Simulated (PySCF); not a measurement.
# Pb⁶⁸⁺: dipole response in even-tempered 17s12p4d4f

Aim: the static polarisability and the C₆ coefficient of Pb⁶⁸⁺, method by method.

Method: unrestricted determinants in a Gaussian basis, no spin-orbit coupling in the energies. Code: PySCF 2.14.0.

### Step 1. Starting point

- Element: lead (Z = 82)
- Basis: an uncontracted even-tempered set (17 s from 21 bohr⁻², ratio 2.5; 12 p from 27 bohr⁻², ratio 2.5; 4 d from 100 bohr⁻², ratio 2.7; 4 f from 150 bohr⁻², ratio 2.7)
- Hamiltonian: the spin-free X2C one-electron Hamiltonian (Gaussian nucleus)
- State 1: Pb⁶⁸⁺: [Ne] 3s2 3p2, high-spin 3P determinant
- Methods: UHF, PBE0

Outer shells as boxes (Hund's rule):

Pb68+ [Ne] 3s2 3p2
```
[Ne] core
3s [↑↓]
3p [↑ ][↑ ][  ]
```

The runs were made by one driver on top of PySCF. The scripts below sum up each run's settings (the driver also hands on starting orbitals that pick excited configurations, and frozen orbitals as a list rather than a count), and the logs come from the driver's own runs. The driver starts from symmetry-adapted Hartree-Fock orbitals, holds the occupation by maximum overlap and uses a logarithmic radial grid for functionals, so a plain start would take other cycles.

The integrals over 101 functions and the set-up took 0.35 s of CPU time.

### Step 2. Pb⁶⁸⁺: the ladder of methods

Level: UHF.

input.py reads:

```python
from pyscf import gto, scf, dft, mp, cc
mol = gto.M(atom="Pb 0 0 0", charge=68, spin=2, symmetry="D2h",
            basis=gto.etbs([(0, 17, 21, 2.5), (1, 12, 27, 2.5), (2, 4, 100, 2.7), (3, 4, 150, 2.7)]),
            nucmod="G")
mf = scf.UHF(mol).sfx2c1e()
mf.irrep_nelec = {'Ag': (3, 3), 'B1u': (2, 1), 'B2u': (2, 1), 'B3u': (1, 1)}
mf.kernel()
```

The program printed:

```text
damping factor = 0
level_shift factor = 0
DIIS = <class 'pyscf.scf.diis.CDIIS'>
diis_start_cycle = 1
diis_space = 10
diis_damp = 0
SCF conv_tol = 1e-09
SCF conv_tol_grad = None
number electrons alpha = 8  beta = 6
cycle= 1 E= -15183.1481889941  delta_E= -0.00719  |g|= 0.0655  |ddm|= 0.02
cycle= 2 E= -15183.1482582113  delta_E= -6.92e-05  |g|= 0.0071  |ddm|= 0.00195
cycle= 3 E= -15183.1482590193  delta_E= -8.08e-07  |g|= 3.83e-05  |ddm|= 0.000231
cycle= 4 E= -15183.1482590193  delta_E= 1.82e-12  |g|= 1.37e-06  |ddm|= 6.72e-07
converged SCF energy = -15183.1482590193  <S^2> = 2.0002297  2S+1 = 3.0001531
```

It used 18 s of CPU time after the integrals (shared host).

The occupied shells:

```
shell  electrons  mean orbital energy (eV)  spread (eV)  rms radius (bohr)
 1s α          1                  -94503.6            0             0.0181
 1s β          1                  -94485.3            0             0.0181
 2s α          1                  -21695.4            0             0.0720
 2s β          1                  -21684.2            0             0.0720
 2p α          3                  -19520.3       11.193             0.0662
 2p β          3                  -19498.3       12.755             0.0662
 3s α          1                   -8768.0            0              0.173
 3s β          1                   -8703.0            0              0.173
 3p α          2                   -8129.9            0              0.172
```

⟨S²⟩ = 2.000, ⟨L²⟩ = 2.00.

The driver then solved the coupled dipole response at imaginary frequencies: mean α = 0.001204 bohr³ (xx, yy, zz: 0.001559, 0.001026, 0.001026), C₆ = 3.269e-05 au for a like pair.

Spin-orbit coupling is strong in this species (close to jj coupling), so the high-spin LS determinant is a model state, not a physical level.

Level: PBE0.

Changes to input.py:

```diff
@@ -4,3 +4,3 @@
             nucmod="G")
-mf = scf.UHF(mol).sfx2c1e()
+mf = dft.UKS(mol, xc="PBE0").sfx2c1e()
 mf.irrep_nelec = {'Ag': (3, 3), 'B1u': (2, 1), 'B2u': (2, 1), 'B3u': (1, 1)}
```

The program printed:

```text
damping factor = 0
level_shift factor = 0
DIIS = <class 'pyscf.scf.diis.CDIIS'>
diis_start_cycle = 1
diis_space = 10
diis_damp = 0
SCF conv_tol = 1e-09
SCF conv_tol_grad = None
number electrons alpha = 8  beta = 6
XC functionals = PBE0
    C. Adamo and V. Barone.,  J. Chem. Phys. 110, 6158 (1999)
    M. Ernzerhof and G. E. Scuseria.,  J. Chem. Phys. 110, 5029 (1999)
cycle= 1 E= -15184.9743130297  delta_E= -0.0132  |g|= 0.0288  |ddm|= 0.0168
cycle= 2 E= -15184.9743191115  delta_E= -6.08e-06  |g|= 0.00106  |ddm|= 0.000619
cycle= 3 E= -15184.9743191251  delta_E= -1.36e-08  |g|= 2.5e-05  |ddm|= 2.99e-05
cycle= 4 E= -15184.9743191251  delta_E= 1.82e-12  |g|= 4.45e-07  |ddm|= 6.87e-07
converged SCF energy = -15184.9743191251  <S^2> = 2.0000907  2S+1 = 3.0000605
```

It used 25 s of CPU time after the integrals (shared host).

The driver then solved the coupled dipole response at imaginary frequencies: mean α = 0.001192 bohr³ (xx, yy, zz: 0.001546, 0.001015, 0.001015), C₆ = 3.223e-05 au for a like pair.

Radial density 4πr²ρ of Pb⁶⁸⁺ at UHF, without picture-change correction:

```csv
r (bohr),density,spin density
0.000308,4.55,0.000
0.000518,9.02,0.000
0.000872,17.4,0.001
0.00147,32.2,0.004
0.00247,55.9,0.014
0.00415,87.4,0.065
0.00698,114,0.289
0.0117,115,1.151
0.0197,94.0,3.528
0.0332,115,6.190
0.0559,128,2.225
0.0940,50.2,3.494
0.158,33.8,15.391
0.266,5.02,2.565
0.447,0.0268,0.012
```

### Step 3. The response side by side

Pb⁶⁸⁺, in atomic units:

```csv
method,mean α,C₆ (like pair),S(−4)
UHF,0.001204,3.269e-05,1.722e-06
PBE0,0.001192,3.223e-05,1.692e-06
```

α(iu) at PBE0:

| u (hartree) | α(iu) (bohr³) |
| --- | --- |
| 0 | 0.001192 |
| 3.00 | 0.001177 |
| 6.00 | 0.001134 |
| 12.0 | 0.0009946 |
| 18.0 | 0.0008319 |
| 24.0 | 0.0006842 |
| 30.0 | 0.0005636 |
| 45.0 | 0.0003659 |
| 60.0 | 0.0002597 |
| 90.0 | 0.0001607 |
| 150 | 9.332e-05 |

### Step 4. What came out

| quantity | value |
| --- | --- |
| α of Pb⁶⁸⁺ | 0.001192 (PBE0) to 0.001204 (UHF) bohr³ |

A single London oscillator with the computed α and C₆ of Pb⁶⁸⁺ at UHF would have ω = 4 C₆ / (3 α²) = 30.1 hartree. The basis is finite, and no extrapolation was made.
